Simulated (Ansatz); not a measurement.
# C₂H₆Sn: taking an electron away

One table from this session's results is given with a row withheld; the runs are named, their logs left out.

The runs use Ansatz 0.2.0, Gaussian basis; unrestricted cation, the program's frozen cores in correlated methods.

Levels to be run: UKS PBE-D4/def2-TZVPP; UKS r2SCAN-D4/def2-TZVPP; UKS PBE0-D4/def2-TZVPP; UKS B3LYP-D4/def2-TZVPP; UKS wB97X-V/def2-TZVPP; UKS wB97M-V/def2-TZVPP; UKS B2PLYP/def2-TZVPP; UHF-CCSD(T)/def2-TZVPP; UHF-MP2/def2-QZVPP; extrapolation to the limit; then −ε(HOMO) from the neutral's earlier runs with LDA (SPW92), PBE-D4, revPBE-D4, BLYP-D4, r2SCAN-D4, B97M-V, PBE0-D4, B3LYP-D4, r2SCANh-D4, r2SCAN0-D4, HSE06-D4, BHLYP-D4, CAM-B3LYP-D4, LC-ωPBE, ωB97X-V, ωB97M-V.

## Structure used throughout

The geometry comes from an earlier relaxation with PBE0-D4 in a triple-zeta def2 set; it is a stationary point, not always the lowest conformer. Sn takes the def2 core potential; no spin-orbit term is included.

SMILES `[CH3][Sn][CH3]`, 9 atoms, charge 0, spin multiplicity 1.

Atoms are counted from 1 here; the program's logs count them from 0.

Bond lengths: C1–Sn2 2.190 Å, C1–H4 1.095 Å, C1–H5 1.090 Å, C1–H6 1.095 Å, Sn2–C3 2.190 Å, C3–H7 1.095 Å, C3–H8 1.090 Å, C3–H9 1.095 Å. Angles: Sn2–C1–H4 109.3°, Sn2–C1–H5 113.0°, Sn2–C1–H6 109.3°, H4–C1–H5 109.0°, H4–C1–H6 107.1°, H5–C1–H6 109.0°, C1–Sn2–C3 92.8°, Sn2–C3–H7 109.4°, Sn2–C3–H8 113.0°, Sn2–C3–H9 109.2°, H7–C3–H8 109.0°, H7–C3–H9 107.1°, H8–C3–H9 109.0°.

The first run:

in.yaml

```yaml
crystal:
  periodic: [false, false, false]
  atoms:
    - {symbol: C, position_ang: [-0.789855, 1.030047, -0.899396]}
    - {symbol: Sn, position_ang: [1.299684, 0.397864, -0.722148]}
    - {symbol: C, position_ang: [0.844711, -1.029786, 0.875370]}
    - {symbol: H, position_ang: [-1.412280, 0.160869, -1.136021]}
    - {symbol: H, position_ang: [-0.940701, 1.793237, -1.663294]}
    - {symbol: H, position_ang: [-1.133554, 1.418340, 0.064985]}
    - {symbol: H, position_ang: [0.100595, -1.749207, 0.518334]}
    - {symbol: H, position_ang: [1.723642, -1.571712, 1.225447]}
    - {symbol: H, position_ang: [0.396157, -0.495853, 1.719626]}
basis:
  gaussian: {orbitals: def2-TZVPP}
total_charge: 1
magnetization: {spin_polarized: true, initial_magnetization: 1}
hamiltonian: {xc: pbe, dispersion: d4}
```

Started as:

```bash
$ ansatz run in.yaml --threads 4 --pin off --events-out ev --progress --plain --max-ram 10444MiB
```

Steps of the session up to this table: Cation, UKS PBE-D4/def2-TZVPP; Cation, UKS r2SCAN-D4/def2-TZVPP; Cation, UKS PBE0-D4/def2-TZVPP; Cation, UKS B3LYP-D4/def2-TZVPP; Cation, UKS wB97X-V/def2-TZVPP; Cation, UKS wB97M-V/def2-TZVPP; Cation, UKS B2PLYP (frozen core)/def2-TZVPP; Cation, UHF-CCSD(T)/def2-TZVPP; Cation, UHF-MP2/def2-QZVPP.

One of the session's tables, all rows but one given; the rest of the session is left out.

It belongs to the step «Ionisation energies side by side». For comparison, −ε(HOMO) of the neutral from earlier runs:

| functional | −ε(HOMO) (eV) |
| --- | --- |
| LDA (SPW92) | ? |
| PBE-D4 | 4.98 |
| revPBE-D4 | 4.92 |
| BLYP-D4 | 4.87 |
| r2SCAN-D4 | 5.19 |
| B97M-V | 5.11 |
| PBE0-D4 | 5.92 |
| B3LYP-D4 | 5.78 |
| r2SCANh-D4 | 5.54 |
| r2SCAN0-D4 | 6.07 |
| HSE06-D4 | 5.54 |
| BHLYP-D4 | 6.77 |
| CAM-B3LYP-D4 | 7.15 |
| LC-ωPBE | 8.33 |
| ωB97X-V | 8.04 |
| ωB97M-V | 7.97 |

Q: Estimate the row for LDA (SPW92) from the others.

**Answer.** −ε(HOMO) (eV): 5.15. In the column «−ε(HOMO) (eV)» it lies between B97M-V (5.11) and r2SCAN-D4 (5.19).
